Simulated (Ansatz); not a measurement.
# TaRu4: the cost of one run

Method: DFT PBE, scalar-relativistic, plane waves, PAW, in Ansatz 0.2.0.

1 further run of the same task is left out (it didn't finish).

**1. Starting point**

It takes space group P6_3/mmc (No. 194, hexagonal). The conventional cell has a = 2.714 Å, b = 2.714 Å, c = 22.028 Å, α = 90.00°, β = 90.00°, γ = 120.00°. Around Ta (site symmetry -6m2) lie 6 Ru at 2.70 Å and 6 Ta at 2.71 Å. Ru (site symmetry 3m) is surrounded by 9 Ru at 2.70 to 2.71 Å and 3 Ta at 2.70 Å. Ru (site symmetry 3m) has 12 Ru at 2.70 to 2.71 Å as nearest neighbours.

Coordinates:

```cif
data_structure
_symmetry_space_group_name_H-M 'P6_3/mmc'
_symmetry_Int_Tables_number 194
_cell_length_a 2.7137
_cell_length_b 2.7137
_cell_length_c 22.0282
_cell_angle_alpha 90.000
_cell_angle_beta 90.000
_cell_angle_gamma 120.000
_cell_volume 140.48
loop_
_atom_site_label
_atom_site_type_symbol
_atom_site_symmetry_multiplicity
_atom_site_Wyckoff_symbol
_atom_site_fract_x
_atom_site_fract_y
_atom_site_fract_z
_atom_site_occupancy
Ta1 Ta 2 c 0.33333 0.66667 0.25000 1
Ru1 Ru 4 f 0.33333 0.66667 0.85000 1
Ru2 Ru 4 f 0.33333 0.66667 0.05000 1
```

The start is an ordering of an alloy on its end members' structure types: elements ordered on the sites of the Mg type, Ru/Ta on Mg (P6_3/mmc, No. 194).

**2. A first look at the guess**

Input file input.yaml:

```yaml
crystal:
  lattice:
    - [2.71366338, 0.0, 0.0]
    - [-1.35683169, 2.35010142, 0.0]
    - [0.0, 0.0, 22.02816848]
  atoms:
    - { symbol: Ta, position: [0.33333333, 0.66666667, 0.25] }
    - { symbol: Ta, position: [0.66666667, 0.33333333, 0.75] }
    - { symbol: Ru, position: [0.33333333, 0.66666667, 0.85] }
    - { symbol: Ru, position: [0.33333333, 0.66666667, 0.05] }
    - { symbol: Ru, position: [0.33333333, 0.66666667, 0.45] }
    - { symbol: Ru, position: [0.33333333, 0.66666667, 0.65] }
    - { symbol: Ru, position: [0.66666667, 0.33333333, 0.95] }
    - { symbol: Ru, position: [0.66666667, 0.33333333, 0.15] }
    - { symbol: Ru, position: [0.66666667, 0.33333333, 0.35] }
    - { symbol: Ru, position: [0.66666667, 0.33333333, 0.55] }
basis:
  ecutwfc: 420
kpoints:
  mp_grid: { grid: [6, 6, 1] }
hamiltonian:
  xc: pbe
scf:
  occupations: { method: gaussian, width: 0.1 }
  lower_state_search: "off"
output:
  forces: true
  stress: true
  eigenvalues: true
```

Started as:

```console
> ansatz run input.yaml --threads 1 --pin off --max-ram 2560MiB --backend cpu --events-out ev --progress --plain --runs-dir out
```

Q: Estimate wall time and peak memory on 1 thread of AMD EPYC 9R45 (Zen 5), shared host.

About 1.9 s, with a peak of 0.48 GiB.
